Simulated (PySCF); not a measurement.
# C8H11NO: the cost of one run

The runs use PySCF 2.14.0, with density-fitted response routines of our own; the level of theory stands in each step. All values are computed, except where a source is named. Atoms are numbered from 0 throughout.

**1. The molecule as given**

21 atoms, charge 0, multiplicity 1; geometry from: GFN2-xTB. The atoms were then displaced at random by about 0.01 Å, so the start is not that level's minimum.

Bonds of the start (Å): C0–N1 1.24, N1–C2 1.37, C2–C3 1.31, C3–C4 1.42, C4–C5 1.34, C5–C6 1.51, C6–C7 1.52, C7–O8 1.43, O8–C9 1.41, C7–C2 1.55, C0–H10 1.13, C0–H11 1.06, C3–H12 1.14, C4–H13 1.10, C5–H14 1.07, C6–H15 1.10, C6–H16 1.09, C7–H17 1.08, C9–H18 1.08, C9–H19 1.11, C9–H20 1.10.

**2. Geometry optimisation at PBE0-D3(BJ)/def2-SVP**

The job: settings as JSON, then the geometry in Å.

```
{"job": {"xc": "PBE0", "basis": "def2-SVP", "d3": "d3bj", "grid": 1, "shake": 0.01, "kind": "geom"}, "charge": 0, "multiplicity": 1}
C     -1.625690    -1.872470    -1.596830
N     -0.726920    -1.530230    -0.812550
C     -0.581490    -0.272170    -0.290150
C     -1.527290     0.456140     0.259160
C     -1.298660     1.707580     0.895170
C     -0.117400     2.320250     0.756650
C      0.975340     1.703390    -0.077590
C      0.894000     0.183900    -0.109870
O      1.411550    -0.285380     1.142690
C      1.680490    -1.671970     1.164070
H     -2.384040    -1.148780    -2.006200
H     -1.712180    -2.879080    -1.901520
H     -2.600620     0.083130     0.246010
H     -2.104670     2.166920     1.492730
H      0.086590     3.265620     1.205710
H      0.882760     2.102770    -1.093390
H      1.949290     1.991740     0.307470
H      1.478140    -0.216070    -0.927390
H      2.119070    -1.878360     2.132390
H      0.749520    -2.258410     1.033060
H      2.381060    -1.946260     0.358090
```

Run with:

```bash
OMP_NUM_THREADS=1 python probes_run.py task.json out
```

One launch serves the whole session: the jobs run in the order shown.

**Question.** How long does this first job take on 1 thread of Arm Neoverse V1, shared host, and how much memory does it need?

About 3.2 min, with a peak of 0.84 GiB.
